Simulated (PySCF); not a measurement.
# A workflow on AlBH2OF2 (SMILES O[B](F)[AlH][F])

We compute a geometry optimisation (KT3/pcSseg-1), then the energy (NEVPT2(10,10)/ANO-pVDZ), then the excited states (ADC(2)/ma-def2-SVP) of AlBH2OF2. 

The calculation is run with PySCF 2.14.0.

1 further run of the same task is left out (for a faulty analytic Hessian).

## (1) The system as given

AlBH2OF2 has 7 atoms, charge 0, and is taken as a singlet. As SMILES, `O[B](F)[AlH][F]`. All atoms were displaced at random from a relaxed shape. The run starts from this shape.

Bond lengths: O1–B2 1.425 Å, B2–F3 1.300 Å, B2–Al4 2.167 Å, Al4–F5 1.876 Å, O1–H6 0.938 Å, Al4–H7 1.518 Å. Angles: O1–B2–F3 127.2°, O1–B2–Al4 114.0°, F3–B2–Al4 117.8°, B2–Al4–F5 113.1°, B2–O1–H6 115.5°, B2–Al4–H7 134.2°, F5–Al4–H7 112.7°.

## (2) A structure relaxation at KT3/pcSseg-1 (density fitting with def2-universal-jkfit) (run 1)

run.py reads:

```python
from pyscf import gto, dft
from pyscf.geomopt.geometric_solver import kernel as optimise

mol = gto.M(
    atom=[
    ('O', (0.510181, 0.013380, 1.760171)),
    ('B', (0.535463, -0.766456, 0.568033)),
    ('F', (1.193376, -1.868988, 0.363228)),
    ('Al', (-0.338490, 0.222831, -1.149964)),
    ('F', (-1.186461, 1.838664, -0.715473)),
    ('H', (-0.071069, 0.748951, 1.749228)),
    ('H', (-0.415804, -0.100216, -2.631506)),
],
    spin=0,
    basis='pcsseg-1',
    charge=0,
    max_memory=1860,
    verbose=3,
)

ks = dft.RKS(mol, xc='kt3')
ks = ks.density_fit(auxbasis='def2-universal-jkfit')
converged, mol_eq = optimise(ks, maxsteps=100)
print('converged:', converged)
print(mol_eq.tostring())

ks.reset(mol_eq)
mol = mol_eq
ks.kernel()
energy = ks.e_tot
print('E(%s) = %.9f' % ('KT3', energy))
```

Run with:

```bash
OMP_NUM_THREADS=1 python run.py
```

Standard output:

```text
maxiter                   100
[... 34 lines left out ...]
> Convergence Criteria:
[... 21 lines left out ...]
converged SCF energy = -549.322793013229
[... 49 lines left out ...]
converged SCF energy = -549.347547571697
[... 74 lines left out ...]
converged SCF energy = -549.349460720485
[... 74 lines left out ...]
converged SCF energy = -549.349527867124
[... 74 lines left out ...]
converged SCF energy = -549.349535273257
[... 63 lines left out ...]
Converged! =D
[... 1 line left out ...]
converged: True
O           0.45578649       -0.06064673        1.75727350
B           0.53437065       -0.60649650        0.52263061
F           1.21505954       -1.75032952        0.45418635
Al         -0.34042425        0.26616346       -1.22250715
F          -1.09919995        1.71748402       -0.86823425
H          -0.04463952        0.75969675        1.74245365
H          -0.38806245       -0.20819021       -2.71927696
converged SCF energy = -549.34953669176
E(KT3) = -549.349536692
```

It took 5.3 min on 1 thread of AMD EPYC (Zen 3), shared host; peak memory 0.96 GiB.

The path in brief:

```tsv
step	energy from the first frame kept (eV)	largest force (eV/Å)
0	0.0000	3.8705
1	-0.5330	2.2397
2	-0.6736	1.4370
3	-0.7203	0.3302
4	-0.7244	0.0775
5	-0.7257	0.0672
6	-0.7265	0.1111
7	-0.7270	0.1028
8	-0.7275	0.0404
9	-0.7276	0.0544
10	-0.7276	0.0377
11	-0.7277	0.0238
12	-0.7277	0.0232
13	-0.7277	0.0211
```

After the run. Bond lengths: O1–B2 1.352 Å, B2–F3 1.333 Å, B2–Al4 2.138 Å, Al4–F5 1.676 Å, O1–H6 0.961 Å, Al4–H7 1.571 Å. Angles: O1–B2–F3 115.0°, O1–B2–Al4 123.8°, F3–B2–Al4 121.1°, B2–Al4–F5 111.5°, B2–O1–H6 111.1°, B2–Al4–H7 131.8°, F5–Al4–H7 116.7°.

## (3) A single-point energy at NEVPT2(10,10)/ANO-pVDZ (run 3)

mol.xyz reads:

```xyz
7
AlBF2H2O
O      0.455786    -0.060647     1.757273
B      0.534371    -0.606497     0.522631
F      1.215060    -1.750330     0.454186
Al    -0.340424     0.266163    -1.222507
F     -1.099200     1.717484    -0.868234
H     -0.044640     0.759697     1.742454
H     -0.388062    -0.208190    -2.719277
```

input.py reads:

```python
import numpy
from pyscf import gto, scf, mcscf, mrpt

mol = gto.Mole()
mol.atom = 'mol.xyz'
mol.max_memory = 1860
mol.verbose = 3
mol.basis = 'ano-pvdz'
mol.build()

mf = mol.RHF()
mf.kernel()

uhf = scf.addons.convert_to_uhf(mf)
uhf.kernel(uhf.make_rdm1(uhf.stability()[0], uhf.mo_occ))
noons, natorbs = mcscf.addons.make_natural_orbitals(uhf)
print('natural occupations', numpy.round(noons[:40], 4))
cas = mcscf.CASSCF(mf, 10, 10)
cas.fix_spin_(ss=0.0)
cas.natorb = True
cas.kernel(natorbs)
e_pt2 = mrpt.NEVPT(cas).kernel()
etot = cas.e_tot + e_pt2
print('E = %.10f Eh' % etot)
mf.analyze()
```

Run with:

```bash
OMP_NUM_THREADS=1 python input.py
```

Standard output:

```text
converged SCF energy = -541.808473446398
[... 23 lines left out ...]
MO #7   energy= -3.24045553467985  occ= 2
[... 10 lines left out ...]
MO #18  energy= -0.640502542329586 occ= 2
[... 10 lines left out ...]
MO #29  energy= 0.268738689206423  occ= 0
[... 10 lines left out ...]
MO #40  energy= 0.633113846271097  occ= 0
[... 10 lines left out ...]
MO #51  energy= 1.3418513314165    occ= 0
[... 10 lines left out ...]
MO #62  energy= 1.90585134149777   occ= 0
[... 10 lines left out ...]
MO #73  energy= 3.01845547860821   occ= 0
[... 10 lines left out ...]
MO #84  energy= 4.71209188724713   occ= 0
[... 8 lines left out ...]
Dipole moment(X, Y, Z, Debye): -0.48561,  0.43049, -0.80494
```

It took 15 min on 1 thread of AMD EPYC (Zen 3), shared host; peak memory 0.26 GiB.

The iterations ended before the threshold was met.

## (4) The vertical excitations at ADC(2)/ma-def2-SVP (root kind ee) (run 4)

job.py reads:

```python
# O[B](F)[AlH][F]
from pyscf import gto, adc

mol = gto.Mole()
mol.atom = '''
O      0.455786    -0.060647     1.757273
B      0.534371    -0.606497     0.522631
F      1.215060    -1.750330     0.454186
Al    -0.340424     0.266163    -1.222507
F     -1.099200     1.717484    -0.868234
H     -0.044640     0.759697     1.742454
H     -0.388062    -0.208190    -2.719277
'''
mol.verbose = 3
mol.basis = 'ma-def2-svp'
mol.max_memory = 1860
mol.spin = 0
mol.charge = 0
mol.build()

myscf = mol.RHF()
myscf.kernel()

myadc = adc.ADC(myscf)
myadc.method = 'adc(2)'

myadc.method_type = 'ee'
e, vec, osc, x = myadc.kernel(nroots=4)

roots = e * 27.211386
print('root  energy (eV)  strength')
for i, (w, f) in enumerate(zip(roots, osc), 1):
    print('%3d %10.4f %10.5f' % (i, w, f))
```

Run with:

```bash
OMP_NUM_THREADS=1 python job.py
```

Standard output:

```text
converged SCF energy = -541.365625897166
MP2 correlation energy of reference state (a.u.) = -0.71356021
root  energy (eV)  strength
  1     4.8330    0.01453
  2     7.0894    0.00875
  3     7.4105    0.11335
  4     7.6692    0.00441
```

Run time: 6.5 min. Hardware: 1 thread of AMD EPYC (Zen 3), shared host; peak memory 2.5 GiB.

The roots found:

```tsv
excited state	energy (eV)	strength
1	4.833	0.0145
2	7.089	0.0088
3	7.411	0.1134
4	7.669	0.0044
```

## (5) Summary of results

| quantity | value |
| --- | --- |
| run 1, KT3/pcSseg-1: total energy at the end | -549.34954 Eh |
| run 1, KT3/pcSseg-1: dipole moment | 0.62 D |
| run 1, KT3/pcSseg-1: HOMO energy | -6.81 eV |
| run 1, KT3/pcSseg-1: LUMO energy | -2.84 eV |
| run 1, KT3/pcSseg-1: HOMO–LUMO gap | 3.97 eV |
| run 4, ADC(2)/ma-def2-SVP: dipole moment (Hartree–Fock density) | 1.15 D |
| run 4, ADC(2)/ma-def2-SVP: HOMO energy (Hartree–Fock orbitals) | -11.41 eV |
| run 4, ADC(2)/ma-def2-SVP: LUMO energy (Hartree–Fock orbitals) | 0.22 eV |
| run 4, ADC(2)/ma-def2-SVP: HOMO–LUMO gap (Hartree–Fock orbitals) | 11.63 eV |
| run 4, ADC(2)/ma-def2-SVP: correlation energy | -713.6 mEh |
| run 4, ADC(2)/ma-def2-SVP: lowest excitation energy | 4.83 eV |
| run 3, NEVPT2(10,10)/ANO-pVDZ | no result (not converged) |

The optimisation (run 1, KT3/pcSseg-1) took 13 steps and changed the energy by -0.728 eV. Mulliken charges (run 1, KT3/pcSseg-1) run from -0.49 on F5 to +0.78 on Al4. The brightest of the 4 transitions from the ground state lies at 7.41 eV (167 nm, f = 0.113); the lowest, at 4.83 eV, has f = 0.015. 1 of the 3 runs did not end normally.
